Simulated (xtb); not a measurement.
# GFN2-xTB run of BH3Te (SMILES B[TeH])

Wanted: a structure relaxation of BH3Te. 

The results are computed with xtb 6.7.1.

4 further runs of the same task are left out: 4 set aside as unsound or not needed.

## (1) The system as given

The species is BH3Te (5 atoms), meant as a singlet with charge 0. As SMILES, `B[TeH]`. The shape comes from a force field and isn't a relaxed structure. The run starts from this shape.

Bond lengths: B1–Te2 2.222 Å, B1–H3 1.229 Å, B1–H4 1.158 Å, Te2–H5 1.743 Å. Angles: B1–Te2–H5 91.5°, Te2–B1–H3 117.7°, Te2–B1–H4 118.2°, H3–B1–H4 123.7°.

## (2) A geometry optimisation at GFN2-xTB

File .CHRG:

```
0
```

File .UHF:

```
0
```

File mol.coord:

```
$coord
     -0.165351035905     -1.386492057638      0.484147833129  b
      1.871584753829      2.285245802510      0.508714272749  te
     -2.117438122643     -1.545040079494      1.734012691957  h
      0.528934342283     -2.945138165229     -0.885147716775  h
     -0.023432603945      3.452340657079     -1.919961742620  h
$end
```

On the command line:

```
$ xtb mol.coord --json -o > out.txt 2> xtb.err
```

Q: Predict the results. Wanted: total energy at the end; dipole moment; HOMO energy; LUMO energy; HOMO–LUMO gap; dispersion energy; mean polarisability.

Computed results:

Level: GFN2-xTB.

```
                      quantity         value
       total energy at the end   -5.84528 Eh
                 dipole moment        0.26 D
                   HOMO energy     -10.07 eV
                   LUMO energy      -6.67 eV
                 HOMO–LUMO gap       3.40 eV
             dispersion energy  -5.51 kJ/mol
mean polarisability (D4 model)    55.3 bohr³
```

What this shows: At the final geometry: Bond lengths: B1–Te2 2.079 Å, B1–H3 1.165 Å, B1–H4 1.167 Å, Te2–H5 1.644 Å. Angles: B1–Te2–H5 95.8°, Te2–B1–H3 122.4°, Te2–B1–H4 118.1°, H3–B1–H4 119.5°. The optimisation took 37 steps and changed the energy by -0.842 eV. Mulliken charges run from -0.12 on H4 to +0.21 on B1.
